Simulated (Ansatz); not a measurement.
# CuSnF6: relaxing cell and atoms, part 2 of 2

Wanted: the geometry at rest of CuSnF6 (a crystal from a database, its volume scaled a little), relaxing cell and atoms, and its electronic structure there.

Ansatz 0.2.0; DFT, r2SCAN, with U_eff = 4.91 eV on Cu d, collinear spin, plane waves, PAW. Relaxing cell and atoms. Earlier steps stand in the parts before.

### Step 4. Total and projected density of states

Counts of states in windows (eV from the Fermi level; tetrahedra), total and projected:

```
from    to  total    up  down  Cu d   F p
-6.0  -5.5   3.23  1.75  1.47  1.28  1.79
-5.5  -5.0   2.82  1.13  1.69  0.74  1.97
-5.0  -4.5   2.29  0.98  1.30  0.44  1.74
-4.5  -4.0   5.37  2.84  2.54  0.64  4.50
-4.0  -3.5   7.28  3.60  3.68  0.64  6.49
-3.5  -3.0   8.80  4.12  4.69  0.48  8.24
-3.0  -2.5   2.92  1.88  1.03  0.37  2.49
-2.5  -2.0   1.46  0.69  0.77  0.52  0.90
-2.0  -1.5   0.23  0.00  0.23  0.10  0.13
-1.5  -1.0   0.00  0.00  0.00  0.00  0.00
-1.0  -0.5   0.00  0.00  0.00  0.00  0.00
-0.5   0.0   0.00  0.00  0.00  0.00  0.00
 0.0   0.5   0.00  0.00  0.00  0.00  0.00
 0.5   1.0   0.00  0.00  0.00  0.00  0.00
 1.0   1.5   0.00  0.00  0.00  0.00  0.00
 1.5   2.0   0.11  0.00  0.11  0.09  0.01
 2.0   2.5   0.89  0.00  0.89  0.74  0.10
 2.5   3.0   0.00  0.00  0.00  0.00  0.00
 3.0   3.5   0.09  0.05  0.04  0.00  0.02
 3.5   4.0   0.24  0.12  0.11  0.00  0.05
 4.0   4.5   0.59  0.32  0.27  0.00  0.15
```

On the mesh the valence top lies at -1.92 eV and the conduction bottom at 1.83 eV on this scale.

### Step 5. Populations, charges, moments

Gathered by element (positive charge: electrons given up): Löwdin charges also hold the electrons that the projection spills.

```
element  atoms  Löwdin charge (e)  sphere moment, size (μB)
      F      6     -0.57 to -0.56              0.01 to 0.03
     Sn      1              +2.18                      0.00
     Cu      1              +1.53                      0.86
```

Löwdin charges rest on a small set of atomic orbitals that misses 0.4 % of the electrons, so they need not add up to the cell's charge and can differ from Bader's even in sign.

Eigenvalues of the corrected shells' occupation matrices:

```
atom  shell  spin               eigenvalues
 Cu6      d    up  0.99 0.99 0.99 0.99 1.00
 Cu6      d  down  0.14 0.99 0.99 0.99 1.00
```

The main site moments: Cu6 up.

### Step 6. Fields in real space

Maps in the plane spanned by b and c at height 0.257 along a (axes of the input's cell), one cell: b runs left to right (16 points from zero), c bottom to top (16 points), 121° apart. Inside the augmentation spheres the fields are the smooth ones.

Valence density. Values in e/Å³, 16 rows by 16 columns:
```
 0.08  0.12  0.25  0.45  0.49  0.29  0.12  0.04  0.02  0.05  0.15  0.39  0.67  0.58  0.28  0.11
 0.12  0.38  1.18  2.22  1.65  0.58  0.15  0.04  0.02  0.03  0.08  0.13  0.15  0.11  0.06  0.06
 0.37  1.78  6.56  8.13  3.30  0.64  0.12  0.03  0.01  0.02  0.03  0.04  0.04  0.03  0.04  0.09
 1.17  6.56 13.70 10.20  2.27  0.36  0.07  0.02  0.01  0.01  0.02  0.02  0.02  0.03  0.06  0.23
 2.27  7.95  9.74  3.88  0.70  0.13  0.03  0.01  0.01  0.03  0.04  0.04  0.04  0.04  0.11  0.46
 1.80  3.30  2.26  0.71  0.17  0.04  0.02  0.02  0.06  0.11  0.14  0.12  0.08  0.08  0.18  0.59
 0.75  0.75  0.40  0.14  0.05  0.02  0.03  0.10  0.30  0.57  0.57  0.32  0.16  0.13  0.22  0.45
 0.27  0.19  0.10  0.04  0.02  0.04  0.13  0.56  1.85  3.03  1.74  0.59  0.23  0.17  0.22  0.27
 0.14  0.09  0.05  0.03  0.03  0.11  0.55  3.07  9.25  8.23  2.60  0.61  0.24  0.20  0.21  0.18
 0.18  0.12  0.07  0.04  0.07  0.30  1.80  8.87 13.70  7.27  1.52  0.38  0.21  0.21  0.21  0.21
 0.47  0.25  0.10  0.07  0.14  0.59  2.92  8.17  7.34  2.24  0.54  0.21  0.18  0.26  0.41  0.55
 1.26  0.42  0.14  0.09  0.19  0.62  1.71  2.46  1.38  0.48  0.18  0.13  0.25  0.67  1.61  2.22
 1.97  0.43  0.14  0.11  0.19  0.36  0.55  0.49  0.26  0.12  0.09  0.18  0.68  2.94  7.58  6.78
 1.26  0.27  0.12  0.12  0.14  0.17  0.16  0.12  0.07  0.05  0.10  0.39  2.12  9.37 13.70  6.90
 0.45  0.14  0.11  0.12  0.11  0.10  0.07  0.04  0.03  0.04  0.15  0.72  3.92 10.30  8.26  2.26
 0.15  0.10  0.12  0.15  0.16  0.13  0.07  0.04  0.03  0.05  0.18  0.75  2.40  3.37  1.63  0.47
```

ELF. Ten even steps from '0' (0.00) to '9' (0.84):
```
0036763000589861
1699985000355300
7998995000000001
9848983000000005
9779950000000017
9998500024530027
7874000478861014
2210004899971011
0000038988961110
2100069848931111
7510179889610146
9710179997102799
9600147751027988
9300012100169748
6000000000489889
1000110000699997
```

Atoms within 0.2 Å of the plane, in fractions of b and c: F at (0.86, 0.12), F at (0.13, 0.74), F at (0.49, 0.38).

Along short contacts, where the density is least:

```
contact  length (Å)  minimum at (fraction)  density (e/Å³)  ELF
 Cu6–F7       1.906   deep in a PAW sphere               –    –
 F1–Sn5       1.961   deep in a PAW sphere               –    –
```

```
fraction  Cu6–F7  F1–Sn5
     0.2    17.3    5.92
     0.3    4.09    2.36
     0.4   0.969    1.04
     0.5   0.566   0.736
     0.6   0.995    1.32
     0.7    2.49    3.55
     0.8    6.31    8.26
```

(Smooth valence density in e/Å³ at fractions of each contact.)

### Step 7. Summary of results

This closing draws on all 2 parts.

```
                            quantity                                                                        value
                               moves                                                                           10
                       energy gained                                                                 9.5 meV/atom
                        largest move                                                                  0.11 Å (F1)
space group (0.01 Å), before / after                                                                    P-1 / P-1
                                cell  a = 5.571 Å, b = 5.121 Å, c = 5.129 Å, α = 121.19°, β = 90.15°, γ = 118.08°
                              volume                                                       13.05 Å³/atom (-1.0 %)
                 pressure at the end                                                                     0.01 GPa
                          gap (mesh)                                                            3.75 eV, indirect
                    least direct gap                                                                      3.77 eV
     gap on the mesh, spin up / down                                                               5.39 / 3.75 eV
                          net moment                                                             1.00 μB per cell
                      largest moment                                                       0.86 μB on Cu (sphere)
```

What this shows: The volume shrank by 1.0 %, and the largest move of an atom is 0.11 Å apart from the change of the cell; the energy fell by 9.5 meV per atom. The levels show a gap of 3.75 eV, with the least direct gap at 3.77 eV; within 0.7 eV of the edges the states project mainly on F p (60 %) and Cu d (37 %) below and Cu d (83 %) above. Spin sits on Cu (0.86 μB); with one magnetic atom in the cell, no antiferromagnetic order can form, so the run doesn't settle the real magnetic state.

Keep in mind: one start, so the state may not be the lowest.
